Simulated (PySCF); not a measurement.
# CH₆GaO₂Si−: electronic excitations and core binding energies

What electronic excitations and core binding energies should CH₆GaO₂Si− (`C1[O][GaH2-][O][SiH2]1`) show?

Programs: PySCF 2.14.0, with density-fitted response routines of our own. Each step states its level of theory. These are calculated values for one molecule in the gas phase, unless marked as measured. Atoms are numbered from 0 throughout.

**1. The starting structure**

11 atoms, charge -1, multiplicity 1; geometry from: GFN2-xTB.

Bonds of the start (Å): C0–O1 1.42, O1–Ga2 1.82, Ga2–O3 1.92, O3–Si4 1.59, Si4–C0 1.92, C0–H5 1.10, C0–H6 1.10, Ga2–H7 1.56, Ga2–H8 1.56, Si4–H9 1.48, Si4–H10 1.48.

**2. Ultraviolet spectrum: PBE0/def2-SVPD**

Job settings and geometry (Å):

```
{"job": {"kind": "uv", "xc": "PBE0", "basis": "def2-SVPD", "nstates": 8, "ntriplets": 3}, "charge": -1, "multiplicity": 1}
C      0.443815     0.954451     0.775942
O     -0.956643     0.923620     0.555271
Ga    -1.626519    -0.386845    -0.520684
O      0.054144    -1.220179    -0.914615
Si     1.261676    -0.485219    -0.190699
H      0.632250     0.885397     1.858709
H      0.829172     1.935942     0.458665
H     -2.267370     0.149575    -1.842419
H     -2.550900    -1.402320     0.227656
H      2.228188     0.046242    -1.173083
H      1.957611    -1.397993     0.739294
```

Level: TDDFT PBE0/def2-SVPD, vertical, gas phase, core orbitals frozen in the response.

Launch:

```
$ OMP_NUM_THREADS=1 python probes_run.py task.json out
```

One launch serves the whole session: the jobs run in the order shown.

Log:

```text
coarse grid: 44200 points
cycle   1  E = -2405.3244443674  dE = -2.758e-02  |g| = 1.148e+00  |ddm| = 4.210e+00
cycle   2  E = -2404.4457317455  dE =  8.787e-01  |g| = 2.337e+00  |ddm| = 4.177e+00
cycle   3  E = -2405.5758141005  dE = -1.130e+00  |g| = 1.819e-01  |ddm| = 3.474e+00
cycle   4  E = -2405.5795492777  dE = -3.735e-03  |g| = 1.183e-01  |ddm| = 3.434e-01
cycle   5  E = -2405.5811991158  dE = -1.650e-03  |g| = 1.615e-02  |ddm| = 1.262e-01
cycle   6  E = -2405.5812379807  dE = -3.886e-05  |g| = 9.780e-03  |ddm| = 2.629e-02
cycle   7  E = -2405.5812563134  dE = -1.833e-05  |g| = 6.938e-04  |ddm| = 9.486e-03
cycle   8  E = -2405.5812564285  dE = -1.152e-07  |g| = 2.431e-04  |ddm| = 2.133e-03
final grid: 91072 points
cycle   9  E = -2405.5812387650  dE = -5.815e-08  |g| = 3.049e-04  |ddm| = 5.403e-03
cycle  10  E = -2405.5812387502  dE =  1.485e-08  |g| = 4.171e-04  |ddm| = 9.020e-04
cycle  11  E = -2405.5812387857  dE = -3.556e-08  |g| = 4.928e-05  |ddm| = 4.483e-04
cycle  12  E = -2405.5812387862  dE = -5.057e-10  |g| = 1.155e-05  |ddm| = 6.293e-05
converged SCF energy = -2405.5812387862

Static polarisability (au): isotropic 83.431, principal 77.609 77.870 94.815

Singlet excitations
state   eV       nm        f      main configurations
  1   5.1644    240.1   0.02586   H->L 0.92
  2   5.4444    227.7   0.01676   H->L+1 0.79, H->L+2 0.13
  3   5.6077    221.1   0.01901   H-1->L 0.73, H-1->L+1 0.15
  4   5.7227    216.7   0.00093   H->L+2 0.70, H->L+1 0.12, H->L+3 0.08
  5   5.7442    215.8   0.02866   H-1->L+1 0.81, H-1->L 0.17
  6   5.8510    211.9   0.01168   H->L+3 0.35, H->L+4 0.26, H-2->L 0.22
  7   6.0064    206.4   0.00151   H-2->L 0.30, H-2->L+1 0.28, H->L+3 0.21
  8   6.1351    202.1   0.01139   H-2->L+1 0.45, H-2->L 0.33, H->L+4 0.09

Triplet excitations (Tamm-Dancoff, eV): 5.0723 5.2825 5.3734
```

Run time: 39 s. Hardware: 1 thread of Arm Neoverse N1, shared host; peak memory 0.7 GiB.

Frontier orbitals and where they lie:

```
orbital     eV                        atoms
 HOMO−3  -4.10    O3 61 %, O1 16 %, Si4 7 %
 HOMO−2  -3.01   O3 32 %, O1 22 %, Ga2 10 %
 HOMO−1  -2.66   O1 44 %, C0 21 %, Si4 13 %
   HOMO  -2.19   O1 38 %, Ga2 20 %, H8 14 %
   LUMO   3.97           Ga2 62 %, Si4 11 %
 LUMO+1   4.25  Si4 35 %, H9 11 %, H10 11 %
 LUMO+2   4.54   Si4 33 %, Ga2 28 %, O3 6 %
```

With each of the 8 states as a Gaussian band of 0.4 eV half-width at 1/e, the curve within the window shown has maxima at 220 nm (ε 3,200) L/(mol cm). Beyond the last state computed it falls off for lack of states. The curve at chosen wavelengths:

| nm | ε (L/mol/cm) |
| --- | --- |
| 193 | 411 |
| 196 | 663 |
| 199 | 989 |
| 202 | 1376 |
| 205 | 1801 |
| 209 | 2363 |
| 212 | 2722 |
| 215 | 2985 |
| 218 | 3129 |
| 221 | 3154 |
| 224 | 3077 |
| 227 | 2924 |
| 230 | 2721 |
| 234 | 2407 |
| 237 | 2155 |
| 240 | 1897 |
| 243 | 1640 |
| 246 | 1387 |
| 249 | 1147 |
| 252 | 925 |
| 255 | 728 |
| 259 | 507 |
| 262 | 376 |
| 265 | 272 |
| 268 | 192 |
| 271 | 132 |

Ground-state properties from the same run:

```
           property  computed
polarisability (Å³)     12.36
 HOMO–LUMO gap (eV)      6.17
      −ε(HOMO) (eV)      2.19
```

**3. X-ray photoelectron lines: SCAN, X2C**

The job, as its differences from that of step 2:

```diff
@@ -1,2 +1,2 @@
-{"job": {"kind": "uv", "xc": "PBE0", "basis": "def2-SVPD", "nstates": 8, "ntriplets": 3}, "charge": -1, "multiplicity": 1}
+{"job": {"kind": "xps"}, "charge": -1, "multiplicity": 1}
 C      0.443815     0.954451     0.775942
```

Level: delta-SCF UKS SCAN, pcX-2 on the ionised atom, pcseg-1 elsewhere, spin-free X2C.

Log:

```text
ground state, core basis on atom 0 (C), 148 functions
  cycle   1  E = -2421.79142586  |g| = 1.08e+00
  cycle   2  E = -2420.39250795  |g| = 2.72e+00
  cycle   3  E = -2422.03052333  |g| = 1.69e-01
  cycle   4  E = -2422.03360857  |g| = 1.35e-01
  cycle   5  E = -2422.03780358  |g| = 2.58e-02
  cycle   6  E = -2422.03798173  |g| = 5.00e-03
  cycle   7  E = -2422.03798730  |g| = 2.00e-03
  cycle   8  E = -2422.03798723  |g| = 1.44e-03
  cycle   9  E = -2422.03798651  |g| = 9.98e-05
  E(ground) = -2422.33584626 Eh
hole in C 1s of atom 0
  cycle   1  E = -2410.92978616  |g| = 1.51e+00
  cycle   2  E = -2408.09969579  |g| = 2.53e+00
  cycle   3  E = -2411.07907022  |g| = 9.55e-01
  cycle   4  E = -2411.38999889  |g| = 5.43e-01
  cycle   5  E = -2411.49764396  |g| = 1.32e-01
  cycle   6  E = -2411.50388499  |g| = 3.68e-02
  cycle   7  E = -2411.50429544  |g| = 2.23e-02
  cycle   8  E = -2411.50447762  |g| = 7.50e-03
  cycle   9  E = -2411.50451116  |g| = 1.99e-03
  cycle  10  E = -2411.50451722  |g| = 9.51e-04
  cycle  11  E = -2411.50451828  |g| = 2.52e-04
  E(ion) = -2411.80160222 Eh   <S^2> = 0.7736   hole on atom = 1.000   binding energy = 286.651 eV
ground state, core basis on atom 1 (O), 148 functions
  cycle   1  E = -2422.06687782  |g| = 9.90e-02
  cycle   2  E = -2422.06570481  |g| = 8.91e-02
  cycle   3  E = -2422.06632914  |g| = 6.92e-02
  cycle   4  E = -2422.06719309  |g| = 6.98e-03
  cycle   5  E = -2422.06720143  |g| = 1.93e-03
  cycle   6  E = -2422.06719754  |g| = 5.49e-04
  cycle   7  E = -2422.06719767  |g| = 9.74e-05
  E(ground) = -2422.36229871 Eh
hole in O 1s of atom 1
  cycle   1  E = -2401.68249355  |g| = 2.23e+00
  cycle   2  E = -2401.07942271  |g| = 2.30e+00
  cycle   3  E = -2402.45681900  |g| = 4.64e-01
  cycle   4  E = -2402.47375992  |g| = 3.64e-01
  cycle   5  E = -2402.52353626  |g| = 1.00e-01
  cycle   6  E = -2402.52751613  |g| = 1.34e-02
  cycle   7  E = -2402.52760932  |g| = 3.97e-03
  cycle   8  E = -2402.52761650  |g| = 1.10e-03
  cycle   9  E = -2402.52761785  |g| = 2.90e-04
  E(ion) = -2402.82356964 Eh   <S^2> = 0.7635   hole on atom = 1.000   binding energy = 531.676 eV
ground state, core basis on atom 3 (O), 148 functions
  cycle   1  E = -2422.06741694  |g| = 1.26e-01
  cycle   2  E = -2422.06140304  |g| = 2.00e-01
  cycle   3  E = -2422.06840263  |g| = 4.90e-02
  cycle   4  E = -2422.06883887  |g| = 1.02e-02
  cycle   5  E = -2422.06884963  |g| = 3.67e-03
  cycle   6  E = -2422.06885481  |g| = 5.23e-04
  cycle   7  E = -2422.06885267  |g| = 1.31e-04
  E(ground) = -2422.36355146 Eh
hole in O 1s of atom 3
  cycle   1  E = -2401.68864910  |g| = 2.23e+00
  cycle   2  E = -2401.21271978  |g| = 2.23e+00
  cycle   3  E = -2402.47764739  |g| = 4.19e-01
  cycle   4  E = -2402.48200307  |g| = 3.50e-01
  cycle   5  E = -2402.53150602  |g| = 7.97e-02
  cycle   6  E = -2402.53379339  |g| = 2.30e-02
  cycle   7  E = -2402.53404277  |g| = 7.36e-03
  cycle   8  E = -2402.53407283  |g| = 1.69e-03
  cycle   9  E = -2402.53407389  |g| = 6.48e-04
  cycle  10  E = -2402.53407183  |g| = 1.46e-04
  E(ion) = -2402.82947420 Eh   <S^2> = 0.7631   hole on atom = 1.000   binding energy = 531.549 eV
ground state, core basis on atom 4 (Si), 159 functions
  cycle   1  E = -2422.13733924  |g| = 3.02e-01
  cycle   2  E = -2422.13193767  |g| = 1.95e-01
  cycle   3  E = -2422.12951221  |g| = 2.20e-01
  cycle   4  E = -2422.13896525  |g| = 1.94e-02
  cycle   5  E = -2422.13901510  |g| = 7.99e-03
  cycle   6  E = -2422.13903134  |g| = 1.35e-03
  cycle   7  E = -2422.13903390  |g| = 3.25e-04
  E(ground) = -2422.39577045 Eh
hole in Si 1s of atom 4
  cycle   1  E = -2353.38844402  |g| = 4.35e+00
  cycle   2  E = -2351.89714385  |g| = 2.59e+00
  cycle   3  E = -2350.22881247  |g| = 2.07e+00
  cycle   4  E = -2354.29235158  |g| = 5.74e-01
  cycle   5  E = -2354.30557735  |g| = 5.82e-01
  cycle   6  E = -2354.43323053  |g| = 1.60e-01
  cycle   7  E = -2354.44388335  |g| = 6.61e-02
  cycle   8  E = -2354.44563806  |g| = 1.54e-02
  cycle   9  E = -2354.44573867  |g| = 4.10e-03
  cycle  10  E = -2354.44574586  |g| = 1.35e-03
  cycle  11  E = -2354.44574758  |g| = 5.69e-04
  cycle  12  E = -2354.44574805  |g| = 8.96e-05
  E(ion) = -2354.71070636 Eh   <S^2> = 0.7521   hole on atom = 1.000   binding energy = 1841.804 eV
hole in Si 2p of atom 4
  cycle   1  E = -2418.04854744  |g| = 1.24e+00
  cycle   2  E = -2416.51566185  |g| = 1.68e+00
  cycle   3  E = -2418.08867438  |g| = 7.16e-01
  cycle   4  E = -2418.34138309  |g| = 2.37e-01
  cycle   5  E = -2418.36371495  |g| = 1.47e-01
  cycle   6  E = -2418.37035905  |g| = 6.93e-02
  cycle   7  E = -2418.37228526  |g| = 1.39e-02
  cycle   8  E = -2418.37236071  |g| = 3.26e-03
  cycle   9  E = -2418.37236808  |g| = 9.80e-04
  cycle  10  E = -2418.37236899  |g| = 4.09e-04
  E(ion) = -2418.64104704 Eh   <S^2> = 0.7516   hole on atom = 1.002   binding energy = 102.171 eV
  2p3/2 = 101.946 eV   2p1/2 = 102.569 eV
```

It took 70 s on 1 thread of Arm Neoverse N1, shared host; peak memory 0.45 GiB.

The holes in one table. −ε is the ground-state orbital energy:

```
       hole  stands for                                        environment  ΔSCF (eV; 2p as the shell's mean)  −ε (eV)   ⟨S²⟩
  C1s on C0          C0                         sp3 CH2 bonded to O and Si                             286.65    269.9  0.774
  O1s on O1          O1       oxygen bonded to C, Ga, in a 5-membered ring                             531.68    510.7  0.763
  O1s on O3          O3      oxygen bonded to Ga, Si, in a 5-membered ring                             531.55    510.5  0.763
Si1s on Si4         Si4  silicon bonded to C, O, 2 H, in a 5-membered ring                            1841.80   1788.6  0.752
Si2p on Si4         Si4  silicon bonded to C, O, 2 H, in a 5-membered ring                             102.15     91.4  0.752
```

With the spin-orbit splitting: Si4 2p3/2 101.95, 2p1/2 102.57 eV. The table gives each 2p level as the mean over the whole 2p shell (two parts 2p3/2, one part 2p1/2), which differs a little from the single hole in the log.

**4. Outcome**

| quantity | value |
| --- | --- |
| lowest singlet (PBE0/def2-SVPD) | 5.16 eV (240 nm), f = 0.026 |
| brightest single state of those computed | state 5, 5.74 eV, f = 0.029 |
| lowest triplet | 5.07 eV |
| O1s binding energies, SCAN/pcX-2 | O1 531.68, O3 531.55 eV |
| C1s binding energies, SCAN/pcX-2 | C0 286.65 eV |
| Si1s binding energies, SCAN/pcX-2 | Si4 1841.80 eV |
| Si2p binding energies, SCAN/pcX-2 | Si4 102.15 eV |

In words: The first singlet state (HOMO→LUMO 0.92) lies at 5.16 eV and is weak; of the 8 states computed, the strongest absorption comes from state 5 at 5.74 eV. The lowest triplet lies 0.09 eV below the lowest singlet (triplets in Tamm-Dancoff, singlets in full TDDFT). The lowest singlet lies above −ε(HOMO); no detachment energy was computed, so the anion's states may not be bound. The O1s levels kept as sound span 0.13 eV, from O3 (oxygen bonded to Ga, Si, in a 5-membered ring) up to O1 (oxygen bonded to C, Ga, in a 5-membered ring).
